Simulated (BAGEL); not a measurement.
# SiHBr (SMILES [SiH]Br) at HF/def2-TZVP (density fitting with qzvpp-jkfit)

Aim: the vertical ionisation energy of SiHBr at HF/def2-TZVP (density fitting with qzvpp-jkfit), from 2 runs. 

Program for the calculation: BAGEL 1.2.2.

4 further runs of the same task are left out: 2 that didn't finish, 2 set aside as unsound or not needed.

## Step 1: The molecule

SiHBr: 3 atoms, total charge 0, spin state singlet. SMILES: `[SiH]Br`. Geometry: relaxed at PBE0-D4/def2-TZVP.

Bond lengths: Si1–Br2 2.245 Å, Si1–H3 1.527 Å. Angles: Br2–Si1–H3 94.0°.

## Step 2: A single-point energy at HF/def2-TZVP (density fitting with qzvpp-jkfit)

File input.json:

```json
{ "bagel": [

{
  "title": "molecule",
  "basis": "def2-tzvp.json",
  "df_basis": "qzvpp-jkfit",
  "angstrom": true,
  "geometry": [
    { "atom": "Si", "xyz": [      -0.624700,       0.521900,      -0.296100 ] },
    { "atom": "Br", "xyz": [       1.340900,       0.401500,       0.781400 ] },
    { "atom": "H", "xyz": [      -0.727100,      -0.988300,      -0.498600 ] }
  ]
},

{ "title": "hf" },

{ "title": "print", "file": "orbitals.molden", "orbitals": true }

]}
```

The basis set def2-TZVP is read from a file made from the Basis Set Exchange's data (not shown).

Started as:

```console
$ BAGEL_NUM_THREADS=1 BAGEL input.json > input.out
```

Output:

```text
* using 1 threads per process

  ===============================================================
  ===============================================================

  *** Geometry ***

  { "atom" : "Si", "xyz" : [     -1.180512,      0.986248,     -0.559548 ] },
  { "atom" : "Br", "xyz" : [      2.533934,      0.758725,      1.476632 ] },
  { "atom" : "H", "xyz" : [     -1.374020,     -1.867616,     -0.942217 ] },

  Number of auxiliary basis functions:      412

  Since a DF basis is specified, we compute 2- and 3-index integrals:
    o Being stored without compression. Storage requirement is 0.027 GB

  Number of basis functions:       91
  Number of electrons      :       50

    * METHOD: MOLECULE                             0.32

  *** RHF ***

  === Nuclear Repulsion ===
   126.9735841711

      * DIIS with orbital gradients will be used.

  === RHF iteration (def2-tzvp.json) ===
      0      -2861.90234246          0.00614817           0.09
      1      -2861.92673750          0.00279902           0.09
      2      -2861.93090150          0.00088290           0.09
      3      -2861.93159865          0.00021869           0.09
      4      -2861.93165426          0.00007427           0.09
      5      -2861.93166197          0.00002976           0.09
      6      -2861.93166307          0.00000840           0.09
      7      -2861.93166314          0.00000260           0.09
      8      -2861.93166315          0.00000096           0.09
      9      -2861.93166315          0.00000030           0.09
     10      -2861.93166315          0.00000008           0.09
     11      -2861.93166315          0.00000003           0.09
     12      -2861.93166315          0.00000001           0.09
    * SCF iteration converged.

    * Permanent dipole moment:
           (    0.464290,     0.102886,     0.267189) a.u.

    * METHOD: HF                                   1.55

    * METHOD: PRINT                                0.04

  ===============================================================
```

Wall time 2.1 s (1 thread of Arm Neoverse N1, shared host); peak memory 0.11 GiB.

## Step 3: The doublet cation at the same level

File job.json:

```json
{ "bagel": [

{
  "title": "molecule",
  "basis": "def2-tzvp.json",
  "df_basis": "qzvpp-jkfit",
  "angstrom": true,
  "geometry": [
    { "atom": "Si", "xyz": [      -0.624700,       0.521900,      -0.296100 ] },
    { "atom": "Br", "xyz": [       1.340900,       0.401500,       0.781400 ] },
    { "atom": "H", "xyz": [      -0.727100,      -0.988300,      -0.498600 ] }
  ]
},

{
  "title": "uhf",
  "charge": 1,
  "nopen": 1
},

{
  "title": "print",
  "file": "orbitals.molden",
  "orbitals": true
}

]}
```

The basis set def2-TZVP is read from a file made from the Basis Set Exchange's data (not shown).

Started as:

```console
$ BAGEL_NUM_THREADS=1 BAGEL job.json > job.out
```

Output:

```text
* using 1 threads per process

  ===============================================================
  ===============================================================

  *** Geometry ***

  { "atom" : "Si", "xyz" : [     -1.180512,      0.986248,     -0.559548 ] },
  { "atom" : "Br", "xyz" : [      2.533934,      0.758725,      1.476632 ] },
  { "atom" : "H", "xyz" : [     -1.374020,     -1.867616,     -0.942217 ] },

  Number of auxiliary basis functions:      412

  Since a DF basis is specified, we compute 2- and 3-index integrals:
    o Being stored without compression. Storage requirement is 0.027 GB

  Number of basis functions:       91
  Number of electrons      :       50

    * METHOD: MOLECULE                             0.31

  *** Open-shell HF ***

  === Nuclear Repulsion ===
   126.9735841711

      * DIIS with orbital gradients will be used.

  === UHF iteration (def2-tzvp.json) ===
      0      -2861.54177760          0.01892881           0.18
      1      -2861.59873077          0.01045195           0.18
      2      -2861.61111156          0.00649974           0.18
      3      -2861.61604458          0.00101894           0.18
      4      -2861.61684625          0.00054230           0.18
      5      -2861.61713859          0.00025020           0.18
      6      -2861.61723273          0.00010173           0.18
      7      -2861.61725368          0.00004939           0.18
      8      -2861.61726144          0.00002785           0.18
      9      -2861.61726454          0.00001351           0.18
     10      -2861.61726507          0.00000795           0.18
     11      -2861.61726524          0.00000382           0.18
     12      -2861.61726526          0.00000180           0.18
     13      -2861.61726527          0.00000102           0.18
     14      -2861.61726527          0.00000062           0.18
     15      -2861.61726527          0.00000043           0.18
     16      -2861.61726527          0.00000024           0.18
     17      -2861.61726527          0.00000013           0.18
     18      -2861.61726527          0.00000008           0.18
     19      -2861.61726527          0.00000005           0.18
     20      -2861.61726527          0.00000003           0.18
     21      -2861.61726527          0.00000001           0.18
     22      -2861.61726527          0.00000001           0.18
    * SCF iteration converged.

    * S^2 (UHF) is 0.7776

    * Permanent dipole moment:
           (    2.227304,    -0.080125,     1.226395) a.u.

    * METHOD: UHF                                  4.52

    * METHOD: PRINT                                0.04

  ===============================================================
```

Wall time 5.1 s (1 thread of Arm Neoverse N1, shared host); peak memory 0.11 GiB.

## Step 4: Summary of results

At HF/def2-TZVP (density fitting with qzvpp-jkfit):

```
                                          quantity           value
                       singlet SiHBr: total energy  -2861.93166 Eh
                      singlet SiHBr: dipole moment          1.39 D
                        singlet SiHBr: HOMO energy        -9.42 eV
                        singlet SiHBr: LUMO energy         0.07 eV
                      singlet SiHBr: HOMO–LUMO gap         9.49 eV
                      doublet cation: total energy  -2861.61727 Eh
                              doublet cation: ⟨S²⟩           0.778
vertical ionisation energy (to the doublet cation)        8.555 eV
```

What this shows: The vertical ionisation energy comes to 8.56 eV (825 kJ/mol). −ε(HOMO) before ionisation, 9.42 eV, is 0.86 eV above this ionisation energy.
